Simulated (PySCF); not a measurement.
The system is FSiSeH3, in a box.

```
F Si Se H
1.0
    12.00000    0.00000    0.00000
     0.00000   12.00000    0.00000
     0.00000    0.00000   13.00000
F Si Se H
1 1 1 3
Direct
  0.37864 0.53340 0.48709
  0.50646 0.52242 0.45423
  0.62353 0.57631 0.58080
  0.52517 0.40423 0.42712
  0.52669 0.59927 0.36730
  0.60853 0.47176 0.63793
```

Base run:

* Program: PySCF 2.14.0
* Functional: M06-2X
* Potentials or basis: pob-tzvp-rev2 (all-electron)
* k mesh: 1 × 1 × 1
* Occupations: fixed
* Spin: no spin polarisation

Its results: gap between the frontier levels 9.76 eV.

Question: After a change of settings the same cell gave: gap between the frontier levels 6.77 eV. Which change was it?
A. functional from M06-2X to wB97X
B. functional from M06-2X to TASK
C. functional from M06-2X to TPSS; dispersion from none to D3(OP)

Answer: B.

M06-2X gives the wider gap, since exact exchange removes part of the self-interaction.

Caveats: this is a molecule in a periodic box at the Γ point, so its band gap is the HOMO-LUMO gap; relativity is left out, which matters for the heavier elements; the basis of atomic orbitals isn't converged, which shifts pressures, moduli and gaps.

Runs at the PBE level aren't shown here.
